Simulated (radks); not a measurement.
# Ionisation of Fe⁺: one atom, several choices of relativity

One table from this session's results is given with a row withheld; the runs are named, their logs left out.

The numbers are computed with radks (a radial shooting solver on a logarithmic mesh, Libxc functionals) version 1 (Kohn-Sham, BLYP, spin-unpolarised, spherical densities), except any that are marked as measured or tabulated.

## The atom as given

* element: iron (Z = 26)
* charge: +1
* electrons: 25
* configuration: [Ar] 3d6 4s1
* ion: Fe²⁺, [Ar] 3d6
* choices: non-relativistic; scalar-relativistic; Dirac, 2j+1 shares; Dirac, low j first; scalar-relativistic, finite nucleus; Dirac, 2j+1 shares, finite nucleus; Dirac, c × 10; Dirac, c × 0.85; Dirac, c × 0.75

The first run:

Settings of this run:

```text
Z 26
configuration [Ar] 3d6 4s1 4p0 5s0
relativity non-relativistic
functional b88,lyp
spin unpolarised
nucleus point
```

Steps of the session up to this table: non-relativistic: Fe⁺.

One of the session's tables, all rows but one given; the rest of the session is left out.

It belongs to the step «non-relativistic: Fe⁺». Radial moments (bohr):

| level | <r> | outermost maximum (interpolated) | 90 % within | nodes |
| --- | --- | --- | --- | --- |
| 1s | ? | ? | ? | ? |
| 2s | 0.2701 | 0.225 | 0.418 | 1 |
| 2p | 0.2367 | 0.181 | 0.387 | 0 |
| 3s | 0.8199 | 0.708 | 1.23 | 2 |
| 3p | 0.8616 | 0.716 | 1.33 | 1 |
| 3d | 1.108 | 0.708 | 1.94 | 0 |
| 4s | 2.736 | 2.30 | 4.09 | 3 |
| 4p | 3.453 | 2.86 | 5.23 | 2 |

Estimate the missing values for 1s.

The run gave: <r>: 0.05914; outermost maximum (interpolated): 0.0390; 90 % within: 0.105; nodes: 0. In the column «<r>» it is the lowest.

Limits of these values: Spin polarisation and multiplet splitting of open shells are left out at every level.
